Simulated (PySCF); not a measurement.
# C3H8BNSi: the cost of one run

Computed with PySCF 2.14.0, with density-fitted response routines of our own, on a single molecule in the gas phase. Atoms count from 0, in the outputs and in this text.

### Step 1. Starting geometry

14 atoms, charge 0, multiplicity 1; geometry from: GFN2-xTB. The atoms were then displaced at random by about 0.01 Å, so the start is not that level's minimum.

Bonds of the start (Å): C0–C1 1.42, C1–C2 1.20, C2–B3 1.54, B3–Si4 1.95, Si4–N5 1.75, C0–H6 1.11, C0–H7 1.09, C0–H8 1.09, B3–H9 1.15, Si4–H10 1.50, Si4–H11 1.46, N5–H12 1.01, N5–H13 1.00.

### Step 2. Relaxing the molecule at PBE0-D3(BJ)/def2-SVP

The job: settings as JSON, then the geometry in Å.

```
{"job": {"xc": "PBE0", "basis": "def2-SVP", "d3": "d3bj", "grid": 1, "shake": 0.01, "kind": "geom"}, "charge": 0, "multiplicity": 1}
C     -3.363190     0.448960     0.187540
C     -2.000560     0.423600    -0.210910
C     -0.849790     0.387510    -0.549150
B      0.640710     0.345790    -0.925230
Si     1.842690    -0.917710    -0.063150
N      3.232300    -0.002100     0.462930
H     -3.622960     1.473200     0.538460
H     -3.999460     0.253800    -0.681440
H     -3.590880    -0.240980     0.994700
H      0.966750     1.078110    -1.752330
H      1.260960    -1.709040     1.071350
H      2.441610    -1.930710    -0.934190
H      3.061720     0.877110     0.935230
H      3.972940    -0.502620     0.918430
```

The run is started by

```bash
OMP_NUM_THREADS=1 python probes_run.py task.json out
```

This one command runs all jobs of the session in turn.

Q: Estimate the wall time and peak memory of this first job on 1 thread of Arm Neoverse V1, shared host.

About 1.8 min, with a peak of 0.53 GiB.
